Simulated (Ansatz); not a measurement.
**AlGaH (quartet): B3LYP, r2SCANh, wB97M-V over a scan of the scale of all distances, 6-31G**

How well do these functionals follow the top wave-function level for AlGaH (quartet) over a scan of the scale of all distances?

Computed with Ansatz 0.2.0, Gaussian basis. Level: 6-31G, all electrons in the functionals.

Plan: B3LYP, r2SCANh, wB97M-V, at 0.870; 1.000; 1.107; 1.326; 1.500; 1.778; 1.990; 2.425.

12 further runs of the same task are left out: 8 that didn't finish, 4 set aside as unsound or not needed.

### 1 The geometry

The geometry derives from a PBE0/def2-TZVP stationary point (not a proven minimum). All distances are scaled together. No spin-orbit coupling is included. The filled d shell of Ga may be among the frozen orbitals whatever the setting's name suggests; the logs give the count.

3 atoms, charge 0, spin multiplicity 4.

Atoms are counted from 1 here; the program's logs count them from 0.

Bond lengths: Al1–Ga2 2.344 Å, Al1–H3 1.582 Å. Angles: Ga2–Al1–H3 180.0°.

As a file:

```xyz
3

Al    0.0000    0.0000    0.2539
Ga    0.0000    0.0000   -2.0897
H     0.0000    0.0000    1.8358
```

No dispersion term is added; wB97M-V holds VV10 nonlocal correlation. B3LYP takes the VWN-RPA correlation.

The geometry shown and the zero of energy belong to the point 1.000. The yardstick, FCI, and other wave-function levels (R restricted, U unrestricted, valence and pair active spaces) come from earlier runs.

### 2 B3LYP, 0.870

Contents of in.yaml:

```yaml
crystal:
  periodic: [false, false, false]
  atoms:
    - {symbol: Al, position_ang: [0.000000, 0.000000, 0.220893]}
    - {symbol: Ga, position_ang: [0.000000, 0.000000, -1.818039]}
    - {symbol: H, position_ang: [0.000000, 0.000000, 1.597146]}
basis:
  gaussian: {orbitals: 6-31G}
magnetization: {spin_polarized: true, initial_magnetization: 3}
hamiltonian: {xc: {name: B3LYP}}
```

On the command line:

```console
ansatz run in.yaml --threads 1 --pin off --events-out ev --progress --plain --max-ram 2393MiB
```

After this run come: B3LYP, 1.000; B3LYP, 1.107; B3LYP, 1.326; B3LYP, 1.500; B3LYP, 1.778; B3LYP, 1.990; B3LYP, 2.425; r2SCANh, 0.870; r2SCANh, 1.000; r2SCANh, 1.107; r2SCANh, 1.326; r2SCANh, 1.500; r2SCANh, 1.778; r2SCANh, 1.990; r2SCANh, 2.425; wB97M-V, 0.870; wB97M-V, 1.000; wB97M-V, 1.107; wB97M-V, 1.326; wB97M-V, 1.500; wB97M-V, 1.778; wB97M-V, 1.990; wB97M-V, 2.425.

Q: Predict the results of all the runs planned. Wanted: span of the FCI curve; largest miss, B3LYP; largest miss, r2SCANh; largest miss, wB97M-V.

**Answer**, as computed:

```
             quantity              value
span of the FCI curve           2.375 eV
  largest miss, B3LYP  +0.487 eV (2.425)
largest miss, r2SCANh  +1.150 eV (2.425)
largest miss, wB97M-V  +0.468 eV (1.500)
```

What this shows: Of the functionals, wB97M-V keep the smallest largest miss at the points compared (at most 0.468 eV) and r2SCANh strays most (1.150 eV, at 2.425). Functionals and the yardstick converge differently with the basis, so part of each miss in 6-31G is the basis.
